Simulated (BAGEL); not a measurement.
**BH2BrF− (SMILES F[BH2-]Br) at HF/STO-3G (density fitting with qzvpp-jkfit)**

What is the energy change on altering one bond length of BH2BrF− at HF/STO-3G (density fitting with qzvpp-jkfit)? 

Program for the calculation: BAGEL 1.2.2.

6 further runs of the same task are left out: 5 that didn't finish, 1 set aside as unsound or not needed.

### 1 Starting point

BH2BrF− has 5 atoms, charge -1, and is taken as a singlet. SMILES: `F[BH2-]Br`. The shape is that of a GFN2-xTB optimisation.

Bond lengths: F1–B2 1.400 Å, B2–Br3 2.042 Å, B2–H4 1.212 Å, B2–H5 1.212 Å. Angles: F1–B2–Br3 108.4°, F1–B2–H4 110.3°, F1–B2–H5 110.4°, Br3–B2–H4 107.2°, Br3–B2–H5 107.1°, H4–B2–H5 113.2°.

### 2 A single-point energy at HF/STO-3G (density fitting with qzvpp-jkfit)

input.json reads:

```json
{ "bagel": [

{
  "title": "molecule",
  "basis": "sto-3g",
  "df_basis": "qzvpp-jkfit",
  "angstrom": "true",
  "geometry": [
    { "atom": "F", "xyz": [   -0.683800,   -0.270840,    1.225160 ] },
    { "atom": "B", "xyz": [   -0.162710,    0.075960,   -0.027450 ] },
    { "atom": "Br", "xyz": [    1.752980,   -0.621580,   -0.142400 ] },
    { "atom": "H", "xyz": [   -0.113890,    1.281320,   -0.144390 ] },
    { "atom": "H", "xyz": [   -0.792580,   -0.464860,   -0.910920 ] }
  ]
},
{ "title": "hf", "charge": -1 },
{ "title": "print", "file": "orbitals.molden", "orbitals": "true" }

]}
```

Launch:

```console
$ BAGEL_NUM_THREADS=1 BAGEL input.json > input.out
```

The log of the run:

```text
* using 1 threads per process

  ===============================================================
  ===============================================================

  *** Geometry ***

  { "atom" : "F", "xyz" : [     -1.292195,     -0.511813,      2.315217 ] },
  { "atom" : "B", "xyz" : [     -0.307477,      0.143544,     -0.051873 ] },
  { "atom" : "Br", "xyz" : [      3.312652,     -1.174616,     -0.269097 ] },
  { "atom" : "H", "xyz" : [     -0.215221,      2.421344,     -0.272858 ] },
  { "atom" : "H", "xyz" : [     -1.497759,     -0.878458,     -1.721389 ] },

  Number of auxiliary basis functions:      454

  Since a DF basis is specified, we compute 2- and 3-index integrals:
    o Being stored without compression. Storage requirement is 0.003 GB

  Number of basis functions:       30
  Number of electrons      :       51

    * METHOD: MOLECULE                             0.19

  *** RHF ***

  === Nuclear Repulsion ===
   144.5103027605

      * DIIS with orbital gradients will be used.

  === RHF iteration (sto-3g) ===
      0      -2668.17739251          0.01270096           0.03
      1      -2668.22863357          0.00241912           0.02
      2      -2668.23100600          0.00069886           0.02
      3      -2668.23124967          0.00009870           0.02
      4      -2668.23125537          0.00001720           0.02
      5      -2668.23125553          0.00000170           0.02
      6      -2668.23125553          0.00000014           0.02
      7      -2668.23125553          0.00000003           0.02
      8      -2668.23125553          0.00000001           0.02
    * SCF iteration converged.

    * Permanent dipole moment:
           (   -1.023966,     0.416182,    -0.039478) a.u.

    * METHOD: HF                                   0.36

    * METHOD: PRINT                                0.00

  ===============================================================
```

It took 0.8 s on 1 thread of Intel Xeon Platinum 8259CL at 2.50GHz (Skylake/Cascade Lake), shared host.

### 3 The distorted shape

hf.json reads:

```json
{ "bagel" : [

{
  "title" : "molecule",
  "basis" : "sto-3g",
  "df_basis" : "qzvpp-jkfit",
  "angstrom" : true,
  "geometry" : [
    { "atom" : "F", "xyz" : [   -0.368862,   -0.000427,    1.666900 ] },
    { "atom" : "B", "xyz" : [    0.152228,    0.346373,    0.414290 ] },
    { "atom" : "Br", "xyz" : [    2.067918,   -0.351167,    0.299340 ] },
    { "atom" : "H", "xyz" : [    0.201048,    1.551733,    0.297350 ] },
    { "atom" : "H", "xyz" : [   -0.792580,   -0.464860,   -0.910920 ] }
  ]
},
{ "title" : "hf", "charge" : -1 },
{ "title" : "print", "file" : "orbitals.molden", "orbitals" : true }

]}
```

Launch:

```console
$ BAGEL_NUM_THREADS=1 BAGEL hf.json > hf.out
```

The log of the run:

```text
* using 1 threads per process

  ===============================================================
  ===============================================================

  *** Geometry ***

  { "atom" : "F", "xyz" : [     -0.697048,     -0.000807,      3.149984 ] },
  { "atom" : "B", "xyz" : [      0.287669,      0.654550,      0.782895 ] },
  { "atom" : "Br", "xyz" : [      3.907799,     -0.663609,      0.565671 ] },
  { "atom" : "H", "xyz" : [      0.379926,      2.932350,      0.561910 ] },
  { "atom" : "H", "xyz" : [     -1.497759,     -0.878458,     -1.721389 ] },

  Number of auxiliary basis functions:      454

  Since a DF basis is specified, we compute 2- and 3-index integrals:
    o Being stored without compression. Storage requirement is 0.003 GB

  Number of basis functions:       30
  Number of electrons      :       51

    * METHOD: MOLECULE                             0.19

  *** RHF ***

  === Nuclear Repulsion ===
   142.3117959245

      * DIIS with orbital gradients will be used.

  === RHF iteration (sto-3g) ===
      0      -2668.05494570          0.01488607           0.03
      1      -2668.11932074          0.00388597           0.03
      2      -2668.12401234          0.00101063           0.03
      3      -2668.12449047          0.00012741           0.03
      4      -2668.12449913          0.00002847           0.03
      5      -2668.12449958          0.00000394           0.03
      6      -2668.12449959          0.00000058           0.03
      7      -2668.12449959          0.00000011           0.03
      8      -2668.12449959          0.00000002           0.03
      9      -2668.12449959          0.00000000           0.03
    * SCF iteration converged.

    * Permanent dipole moment:
           (   -1.446232,     0.170461,    -0.533566) a.u.

    * METHOD: HF                                   0.41

    * METHOD: PRINT                                0.00

  ===============================================================
```

Wall time 0.87 s (1 thread of Intel Xeon Platinum 8259CL at 2.50GHz (Skylake/Cascade Lake), shared host).

### 4 Summary of results

Level: HF/STO-3G (density fitting with qzvpp-jkfit).

```
                                                              quantity           value
                                             first shape: total energy  -2668.23126 Eh
                                              first shape: HOMO energy        -0.93 eV
                                              first shape: LUMO energy        20.11 eV
    first shape: HOMO–LUMO gap (to an unbound level, set by the basis)        21.05 eV
                                         distorted shape: total energy  -2668.12450 Eh
                                          distorted shape: HOMO energy        -0.34 eV
                                          distorted shape: LUMO energy        17.13 eV
distorted shape: HOMO–LUMO gap (to an unbound level, set by the basis)        17.47 eV
     energy change with the B2–H5 bond stretched from 1.212 to 1.819 Å        2.905 eV
```

**Reading.** With the B2–H5 bond stretched from 1.212 to 1.819 Å the energy rises by 2.90 eV (280 kJ/mol). The first shape isn't relaxed at this level, so the change isn't measured from a minimum. The minimal basis adds a large error of its own.
